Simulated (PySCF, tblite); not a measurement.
# C₇H₁₀N₂Si: geometry, infrared bands and NMR shifts

Aim: predict the infrared bands and NMR shifts of C₇H₁₀N₂Si (`C#CCN[Si@H]1C[C@H](C#N)C1`).

The runs use tblite 0.8.0 and PySCF 2.14.0, with density-fitted response routines of our own; the level of theory stands in each step. All values are computed, except where a source is named. Atoms are numbered from 0 throughout.

## 1. The molecule as given

20 atoms, charge 0, multiplicity 1; geometry from: force field or distance geometry start.

Bonds of the start (Å): C0–C1 1.20, C1–C2 1.45, C2–N3 1.45, N3–Si4 1.79, Si4–C5 1.86, C5–C6 1.52, C6–C7 1.44, C7–N8 1.15, C6–C9 1.51, C9–Si4 1.87, C0–H10 1.06, C2–H11 1.11, C2–H12 1.11, N3–H13 1.03, Si4–H14 1.44, C5–H15 1.10, C5–H16 1.12, C6–H17 1.10, C9–H18 1.10, C9–H19 1.11.

## 2. Optimising the geometry with GFN2-xTB

What the job is given:

```
{"job": {"kind": "relax", "xc": "GFN2-xTB", "basis": "xTB"}, "charge": 0, "multiplicity": 1}
C      4.459900     0.677900     0.748800
C      3.465100     0.093600     0.410300
C      2.271400    -0.619200     0.005000
N      1.081000     0.051800     0.499800
Si    -0.308800    -0.915800    -0.067000
C     -1.936900    -0.596400     0.763700
C     -1.958600     0.738200     0.043200
C     -3.245900     1.342500    -0.165900
N     -4.280500     1.808800    -0.341500
C     -1.446600     0.049400    -1.198700
H      5.325800     1.216100     1.034400
H      2.196600    -0.691400    -1.104900
H      2.260900    -1.655600     0.400700
H      1.056700     1.014400     0.143500
H     -0.023700    -2.276300    -0.455300
H     -2.762800    -1.257500     0.460000
H     -1.876500    -0.469000     1.872700
H     -1.245000     1.441200     0.503100
H     -2.180800    -0.632000    -1.644300
H     -0.856600     0.689700    -1.888000
```

On the command line:

```console
> OMP_NUM_THREADS=1 python probes_run.py task.json out
```

One launch serves the whole session: the jobs run in the order shown.

**Question.** This job is followed by: GFN2-xTB harmonic vibrations, gas phase; GIAO PBE0/pcSseg-1 NMR shielding, non-relativistic, gas phase. What will the session give for the following? strongest single infrared mode (GFN2-xTB); zero-point energy (GFN2-xTB); ¹³C shifts against TMS (PBE0/pcSseg-1, means over atoms taken as alike); ¹H shifts against TMS (PBE0/pcSseg-1, means over atoms taken as alike); ¹⁵N shifts against NH3 (PBE0/pcSseg-1); ²⁹Si shifts against TMS (PBE0/pcSseg-1).

The runs gave:

```
                                                               quantity                                         value
                              strongest single infrared mode (GFN2-xTB)                         2211 cm⁻¹, 327 km/mol
                                           zero-point energy (GFN2-xTB)                                 94.6 kcal/mol
¹³C shifts against TMS (PBE0/pcSseg-1, means over atoms taken as alike)       130.3, 87.5, 78.8, 33.7, 22.9, 17.0 ppm
 ¹H shifts against TMS (PBE0/pcSseg-1, means over atoms taken as alike)  5.81, 3.63, 3.07, 1.90, 1.77, 1.68, 0.54 ppm
                                 ¹⁵N shifts against NH3 (PBE0/pcSseg-1)                               298.5, 39.9 ppm
                                ²⁹Si shifts against TMS (PBE0/pcSseg-1)                                     -10.6 ppm
```

**Reading.** Relaxing lowered the energy by 1.260 eV in 181 steps; the close pair that moved most is N3–Si4, from 1.786 to 1.713 Å. All 54 modes are real, so the xTB geometry is a minimum. The strongest single mode, at 2211 cm⁻¹, moves mainly H14. GFN2-xTB is a fitted tight-binding method: band positions and strengths are rough. Its intensities can rank the bands wrongly. At PBE0/pcSseg-1: Shielding is most anisotropic at N8 (span 462 ppm, paramagnetic term -370 ppm).
